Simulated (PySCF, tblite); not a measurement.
# C17H19BrSi: electronic excitations, NMR shifts, part 2 of 2

tblite 0.8.0 and PySCF 2.14.0. Atoms count from 0.

## Step 5: NMR shifts: GIAO KT3/pcSseg-1

Job settings and geometry (Å):

```
{"job": {"kind": "nmr", "basis": "pcSseg-1", "pop": false, "xc": "KT3"}, "charge": 0, "multiplicity": 1}
C     -4.601783    -1.572544    -1.275331
Si    -4.269045    -0.446229     0.229358
C     -5.263700     1.167780     0.035047
C     -4.783239    -1.343518     1.834124
C     -2.404909    -0.082379     0.280407
C     -1.896481     1.213299     0.275496
C     -0.538315     1.451656     0.269631
C      0.381639     0.399260     0.259292
C      1.795452     0.714172     0.224054
C      2.806432    -0.163539     0.139734
C      4.220413     0.154476     0.101360
C      4.715520     1.462487     0.076324
C      6.071843     1.712639     0.042531
C      6.960339     0.649903     0.033991
Br     8.834262     0.993912    -0.006180
C      6.505387    -0.657596     0.051534
C      5.146385    -0.894768     0.082032
C     -0.124474    -0.903495     0.283935
C     -1.484175    -1.129219     0.296011
H     -4.289937    -1.095641    -2.199652
H     -4.060874    -2.509985    -1.193802
H     -5.656699    -1.811291    -1.367786
H     -6.326657     0.958878    -0.036193
H     -5.122738     1.833017     0.881011
H     -4.975363     1.704922    -0.863495
H     -4.238577    -2.274860     1.955677
H     -5.842355    -1.583061     1.827283
H     -4.589363    -0.734650     2.712145
H     -2.579467     2.049350     0.275487
H     -0.171814     2.469181     0.267068
H      2.011775     1.773844     0.266705
H      2.586230    -1.221657     0.092959
H      4.033965     2.298639     0.077234
H      6.441310     2.726549     0.019853
H      7.207807    -1.476805     0.039732
H      4.790579    -1.915132     0.092624
H      0.550950    -1.746003     0.295407
H     -1.846526    -2.147199     0.316962
```

With the program's defaults for keys left out, this is: GIAO KT3/pcSseg-1 NMR shielding, non-relativistic, gas phase.

Output:

```text
start: PBE on a coarse grid of 137224 points
cycle   1  E = -3520.8955246710  dE =  1.165e+00  |g| = 1.231e+00  |ddm| = 6.623e+00
cycle   2  E = -3520.5837633124  dE =  3.118e-01  |g| = 1.528e+00  |ddm| = 2.679e+00
cycle   3  E = -3521.1522194132  dE = -5.685e-01  |g| = 2.736e-01  |ddm| = 1.999e+00
cycle   4  E = -3521.1639621062  dE = -1.174e-02  |g| = 1.963e-01  |ddm| = 5.462e-01
cycle   5  E = -3521.1746291448  dE = -1.067e-02  |g| = 3.729e-02  |ddm| = 2.388e-01
cycle   6  E = -3521.1749548811  dE = -3.257e-04  |g| = 1.911e-02  |ddm| = 6.571e-02
cycle   7  E = -3521.1750354757  dE = -8.059e-05  |g| = 4.752e-03  |ddm| = 2.172e-02
final grid: 287659 points
cycle   8  E = -3544.9598240501  dE = -5.006e-02  |g| = 4.401e-01  |ddm| = 1.127e+00
cycle   9  E = -3544.9586241866  dE =  1.200e-03  |g| = 3.995e-01  |ddm| = 4.624e-01
cycle  10  E = -3544.9680711641  dE = -9.447e-03  |g| = 6.327e-02  |ddm| = 3.313e-01
cycle  11  E = -3544.9690144510  dE = -9.433e-04  |g| = 2.919e-02  |ddm| = 1.187e-01
cycle  12  E = -3544.9692625488  dE = -2.481e-04  |g| = 7.144e-03  |ddm| = 3.941e-02
cycle  13  E = -3544.9692767104  dE = -1.416e-05  |g| = 1.840e-03  |ddm| = 1.085e-02
cycle  14  E = -3544.9692772163  dE = -5.059e-07  |g| = 1.170e-03  |ddm| = 4.131e-03
cycle  15  E = -3544.9692790789  dE = -1.863e-06  |g| = 2.380e-04  |ddm| = 1.545e-03
cycle  16  E = -3544.9692803199  dE = -1.241e-06  |g| = 8.303e-05  |ddm| = 3.594e-04
converged SCF energy = -3544.9692803199

GIAO shielding tensors (ppm)
atom      isotropic    diamagn.    paramagn.     s11        s22        s33       span
  0 C      184.170     252.896     -68.726    179.124    183.321    190.065     10.941
  1 Si     367.844     886.997    -519.153    357.946    359.330    386.255     28.309
  2 C      187.630     252.744     -65.113    184.335    187.208    191.348      7.013
  3 C      184.145     251.268     -67.123    179.786    182.453    190.197     10.411
  4 C       51.483     264.467    -212.983    -24.794     -3.487    182.731    207.525
  5 C       57.623     256.931    -199.308    -46.635     52.331    167.174    213.810
  6 C       61.299     255.224    -193.924    -28.038     57.988    153.948    181.986
  7 C       55.172     260.776    -205.604    -24.504     16.719    173.301    197.804
  8 C       61.212     253.544    -192.331    -24.587     68.188    140.035    164.622
  9 C       63.916     265.068    -201.151    -22.145     70.778    143.116    165.261
 10 C       56.030     251.318    -195.287    -22.411     16.477    174.024    196.435
 11 C       67.585     250.900    -183.315    -24.403     57.310    169.849    194.252
 12 C       58.457     245.677    -187.219    -33.040     60.121    148.291    181.331
 13 C       51.494     257.344    -205.850    -26.517     66.492    114.507    141.025
 14 Br    1929.481    3120.778   -1191.296   1449.653   1479.783   2859.009   1409.356
 15 C       57.944     245.976    -188.032    -33.764     60.089    147.506    181.270
 16 C       59.794     250.716    -190.922    -27.198     56.301    150.279    177.478
 17 C       69.677     257.354    -187.677    -25.026     59.874    174.184    199.210
 18 C       57.511     258.905    -201.394    -46.935     50.670    168.798    215.734
 19 H       31.652      33.927      -2.275     27.987     29.456     37.513      9.526
 20 H       31.397      34.080      -2.682     26.594     29.859     37.738     11.144
 21 H       31.625      25.620       6.005     27.307     28.849     38.720     11.413
 22 H       31.571      24.590       6.981     27.026     29.267     38.422     11.396
 23 H       31.369      31.708      -0.338     27.361     28.895     37.851     10.490
 24 H       31.421      33.121      -1.700     27.446     29.056     37.762     10.316
 25 H       31.404      33.164      -1.760     26.628     29.857     37.727     11.099
 26 H       31.589      24.460       7.129     27.419     28.703     38.646     11.228
 27 H       31.576      31.727      -0.151     27.686     29.389     37.653      9.966
 28 H       24.435      38.667     -14.232     19.513     23.148     30.645     11.132
 29 H       24.741      38.077     -13.337     20.685     24.399     29.138      8.454
 30 H       24.794      39.286     -14.492     20.180     23.317     30.886     10.705
 31 H       24.768      41.247     -16.479     19.997     23.451     30.857     10.859
 32 H       24.026      36.145     -12.119     18.785     23.812     29.481     10.695
 33 H       24.388      28.400      -4.012     19.354     23.722     30.088     10.734
 34 H       24.406      27.725      -3.319     19.589     23.759     29.869     10.279
 35 H       24.744      34.778     -10.034     20.761     24.571     28.900      8.139
 36 H       23.981      39.945     -15.965     18.663     23.648     29.630     10.967
 37 H       24.331      39.083     -14.752     19.851     22.642     30.499     10.648
```

Run time: 37 s. Hardware: 1 thread of Intel Xeon 6975P-C, shared host; peak memory 0.61 GiB.

The references, computed at this level on geometries of the same kind, shield at (ppm): 1H TMS 31.76, 13C TMS 184.7, 29Si TMS 361.7. Their shielding less the atom's gives the shift. The references are single molecules in the gas phase. Atoms listed in one row are averaged.

```csv
atoms,environment,σ (ppm),δ (ppm)
C4,substituted aromatic carbon,51.5,133.2
C13,aromatic carbon bearing bromine,51.5,133.2
C7,substituted aromatic carbon,55.2,129.6
C10,substituted aromatic carbon,56.0,128.7
"C5, C18",aromatic CH,57.6,127.2
"C12, C15",aromatic CH,58.2,126.5
C8,alkene CH,61.2,123.5
"C11, C16",aromatic CH,63.7,121.0
C9,alkene CH,63.9,120.8
"C6, C17",aromatic CH,65.5,119.2
"C0, C2, C3",methyl carbon bonded to Si,185.3,-0.6
"H29, H36",hydrogen on an aromatic CH,24.36,7.40
"H28, H37",hydrogen on an aromatic CH,24.38,7.38
"H32, H35",hydrogen on an aromatic CH,24.39,7.37
"H33, H34",hydrogen on an aromatic CH,24.40,7.36
H31,hydrogen on an alkene CH,24.77,6.99
H30,hydrogen on an alkene CH,24.79,6.97
"H19, H20, H21, H22, H23 and 4 more",hydrogen on a methyl carbon bonded to Si,31.51,0.25
Si1,silicon bonded to 4 C,367.8,-6.2
Br14,bromine bonded to C,1929,–
```

Ring of atoms C4, C5, C6, C7, C17, C18: NICS(0) -6.6, NICS(1) -9.7, NICS(1)zz -23.1 ppm (means of both faces).

Ring of atoms C10, C11, C12, C13, C15, C16: NICS(0) -7.4, NICS(1) -9.4, NICS(1)zz -21.9 ppm (means of both faces).

## Step 6: What came out

The summary covers parts 1 to 2.

```
                                                              quantity                                                                           value
                             strongest single infrared mode (GFN2-xTB)                                                            852 cm⁻¹, 194 km/mol
                                          zero-point energy (GFN2-xTB)                                                                  187.7 kcal/mol
                                   lowest singlet (BHandHLYP/def2-SVP)                                                     4.08 eV (304 nm), f = 1.400
                                                        lowest triplet                                                                         2.52 eV
13C shifts against TMS (KT3/pcSseg-1, means over atoms taken as alike)  133.2, 133.2, 129.6, 128.7, 127.2, 126.5, 123.5, 121.0, 120.8, 119.2, -0.6 ppm
 1H shifts against TMS (KT3/pcSseg-1, means over atoms taken as alike)                                    7.40, 7.38, 7.37, 7.36, 6.99, 6.97, 0.25 ppm
                                29Si shifts against TMS (KT3/pcSseg-1)                                                                        -6.2 ppm
                                       shieldings of Br (KT3/pcSseg-1)                                                                 Br14 1929.5 ppm
```

What this shows: The lowest mode is slightly imaginary (2i cm⁻¹), a soft motion within the noise of the Hessian, so the minimum is not strictly shown. GFN2-xTB is a fitted tight-binding method: band positions and strengths are rough. Its intensities can rank the bands wrongly. The first singlet state (HOMO→LUMO 0.96) lies at 4.08 eV and is bright. The lowest triplet lies 1.56 eV below the lowest singlet (triplets in Tamm-Dancoff, singlets in full TDDFT). C13 stands next to heavy halogen, whose spin-orbit shielding this run leaves out, so the computed shift lies too far downfield, most of all for carbon beside Br or I. At KT3/pcSseg-1: The widest tensor belongs to Br14: span 1409 ppm, with a paramagnetic part of -1191 ppm. NICS(1)zz of -23 ppm above the planar ring from C4 marks a diatropic (aromatic) ring current. NICS(1)zz of -22 ppm above the planar ring from C10 marks a diatropic (aromatic) ring current.
